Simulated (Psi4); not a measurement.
# InSiNH6 (SMILES N[SiH2][InH2]): HF/def2-SV(P) (core potential, sweep point 1)

Aim: the vertical ionisation energy of InSiNH6 at HF/def2-SV(P) (core potential, sweep point 1), from 2 runs. 

Program for the calculation: Psi4 1.11.

**1. The structure to begin with**

The species is InSiNH6 (9 atoms), meant as a singlet with charge 0. As SMILES, `N[SiH2][InH2]`. The shape is that of a PBE0-D4/def2-TZVP optimisation. This is one conformer, not always the lowest.

Bond lengths: N1–Si2 1.729 Å, Si2–In3 2.572 Å, N1–H4 1.007 Å, N1–H5 1.008 Å, Si2–H6 1.491 Å, Si2–H7 1.501 Å, In3–H8 1.735 Å, In3–H9 1.730 Å. Some angles: N1–Si2–In3 109.0°, N1–Si2–H6 107.5°, N1–Si2–H7 115.0°, In3–Si2–H6 111.6°, In3–Si2–H7 108.8°, Si2–N1–H4 119.3°, Si2–N1–H5 120.1°, Si2–In3–H8 120.6°, Si2–In3–H9 122.7°, H6–Si2–H7 104.9°.

**2. A single-point energy at HF/def2-SV(P) (core potential, sweep point 1)**

The input, job.in:

```
memory 1600 MB

molecule {
  N     -0.891500     0.591400    -1.336400
  Si     0.373800     0.744000    -0.168700
  In     0.267200    -1.255400     1.446100
  H     -1.095600    -0.314200    -1.726600
  H     -1.035700     1.316000    -2.022500
  H      0.170000     2.036500     0.545200
  H      1.758900     0.832100    -0.740700
  H     -0.551200    -2.716800     0.991900
  H      1.004100    -1.233700     3.011600
  units angstrom
  symmetry c1
}

set basis def2-SV(P)
set puream true
set scf_type pk

energy_value = energy("scf")
```

Run with:

```
$ psi4 -i job.in -o job.out -n 1
```

job.out:

```text
[...]
    !!!  WARNING: ECP capability is in beta. Please check occupations closely.  !!!
[...]
  Running in c1 symmetry.
[...]
  Nuclear repulsion =  171.526686821222199
[...]
  Multiplicity = 1
[...]
  Nalpha       = 24
  Nbeta        = 24
[...]
    Number of basis functions: 70
[...]
   @RHF iter   1:  -535.82143551753336   -1.49519e+00   5.92412e-03 DIIS/ADIIS
[...]
   @RHF iter   8:  -535.91847530784685   -1.33172e-08   3.72241e-07 DIIS
[...]
    Orbital Energies [Eh]
    ---------------------
    Doubly Occupied:
       1A    -68.754269     2A    -15.529832     3A     -6.124669
       4A     -5.382019     5A     -4.235043     6A     -4.234929
       7A     -4.234513     8A     -3.642551     9A     -3.633493
      10A     -3.633366    11A     -1.119473    12A     -1.029659
      13A     -1.022728    14A     -1.022422    15A     -1.019561
      16A     -1.016474    17A     -0.706205    18A     -0.658401
      19A     -0.553676    20A     -0.531484    21A     -0.486175
      22A     -0.402590    23A     -0.397306    24A     -0.345812
[...]
  @RHF Final Energy:  -535.91847530784685
   => Energetics <=
    Nuclear Repulsion Energy =            171.5266868212221993
    One-Electron Energy =               -1155.4570323470077255
    Two-Electron Energy =                 448.0118702179386219
    Total Energy =                       -535.9184753078468475
[...]
 Multipole Moments:
 ------------------------------------------------------------------------------------
     Multipole            Electronic (a.u.)      Nuclear  (a.u.)        Total (a.u.)
 ------------------------------------------------------------------------------------
 L = 1.  Multiply by 2.5417464519 to convert [e a0] to [Debye]
 Dipole X            :          6.8505483           -6.9317618           -0.0812135
 Dipole Y            :        -41.6917584           41.6890252           -0.0027332
 Dipole Z            :         43.5806475          -44.1356534           -0.5550058
 Magnitude           :                                                    0.5609229
[...]
```

Wall time 3.6 s (1 thread of Intel Xeon Platinum 8259CL at 2.50GHz (Skylake/Cascade Lake), shared host); peak memory 0.23 GiB.

**3. The doublet cation at the same level**

The input, h6innsi.in:

```
memory 1600 mb

molecule {
  1 2
  N     -0.891500     0.591400    -1.336400
  Si     0.373800     0.744000    -0.168700
  In     0.267200    -1.255400     1.446100
  H     -1.095600    -0.314200    -1.726600
  H     -1.035700     1.316000    -2.022500
  H      0.170000     2.036500     0.545200
  H      1.758900     0.832100    -0.740700
  H     -0.551200    -2.716800     0.991900
  H      1.004100    -1.233700     3.011600
  symmetry c1
}

set basis def2-SV(P)
set reference uhf
set puream true
set scf_type pk
set maxiter 100

e_tot, wfn = energy('hf', return_wfn=True)
print_variables()
```

Run with:

```
$ psi4 -i h6innsi.in -o h6innsi.out -n 1
```

h6innsi.out:

```text
[...]
    !!!  WARNING: ECP capability is in beta. Please check occupations closely.  !!!
[...]
  Running in c1 symmetry.
[...]
  Nuclear repulsion =  171.526686821222199
[...]
  Multiplicity = 2
[...]
  Nalpha       = 24
  Nbeta        = 23
[...]
    Number of basis functions: 70
[...]
   @UHF iter   1:  -535.50809447494271   -1.18185e+00   5.56528e-03 ADIIS/DIIS
[...]
   @UHF iter  12:  -535.60496644631337   -6.35320e-08   6.01571e-07 DIIS
[...]
   @S^2 Observed:                7.679619339E-01
[...]
    Orbital Energies [Eh]
    ---------------------
    Alpha Occupied:
       1A    -68.997638     2A    -15.725448     3A     -6.369829
       4A     -5.621848     5A     -4.485942     6A     -4.477265
       7A     -4.476519     8A     -3.880492     9A     -3.878657
      10A     -3.869336    11A     -1.314115    12A     -1.271240
      13A     -1.265562    14A     -1.261719    15A     -1.257801
      16A     -1.255261    17A     -0.941712    18A     -0.849720
      19A     -0.774723    20A     -0.752944    21A     -0.698287
      22A     -0.623741    23A     -0.615998    24A     -0.593997
    Alpha Virtual:
      25A     -0.168096    26A     -0.083583    27A     -0.071931
[...]
  @UHF Final Energy:  -535.60496644631337
   => Energetics <=
    Nuclear Repulsion Energy =            171.5266868212221993
    One-Electron Energy =               -1144.6133364984491436
    Two-Electron Energy =                 437.4816832309135179
    Total Energy =                       -535.6049664463133695
  UHF NO Occupations:
  HONO-2 :   22  A 1.9980001
  HONO-1 :   23  A 1.9954724
[...]
 Multipole Moments:
 ------------------------------------------------------------------------------------
     Multipole            Electronic (a.u.)      Nuclear  (a.u.)        Total (a.u.)
 ------------------------------------------------------------------------------------
 L = 1.  Multiply by 2.5417464519 to convert [e a0] to [Debye]
 Dipole X            :          7.0816295           -6.9317618            0.1498678
 Dipole Y            :        -41.0061636           41.6890252            0.6828616
 Dipole Z            :         43.0927427          -44.1356534           -1.0429107
 Magnitude           :                                                    1.2555568
[...]
```

Wall time 4.2 s (1 thread of Intel Xeon Platinum 8259CL at 2.50GHz (Skylake/Cascade Lake), shared host); peak memory 0.23 GiB.

**4. Results**

At HF/def2-SV(P) (core potential, sweep point 1):

| quantity | value |
| --- | --- |
| singlet InSiNH6: total energy | -535.91848 Eh |
| singlet InSiNH6: dipole moment | 1.43 D |
| singlet InSiNH6: HOMO energy | -9.41 eV |
| singlet InSiNH6: LUMO energy | 0.63 eV |
| singlet InSiNH6: HOMO–LUMO gap | 10.04 eV |
| doublet cation: total energy | -535.60497 Eh |
| doublet cation: HOMO energy (highest over α and β) | -15.67 eV |
| doublet cation: LUMO energy (lowest over α and β) | -7.69 eV |
| doublet cation: ⟨S²⟩ | 0.768 |
| vertical ionisation energy (to the doublet cation) | 8.531 eV |

In words: Removing an electron at fixed nuclei costs 8.53 eV (823 kJ/mol). −ε(HOMO) before ionisation, 9.41 eV, is 0.88 eV above this ionisation energy.
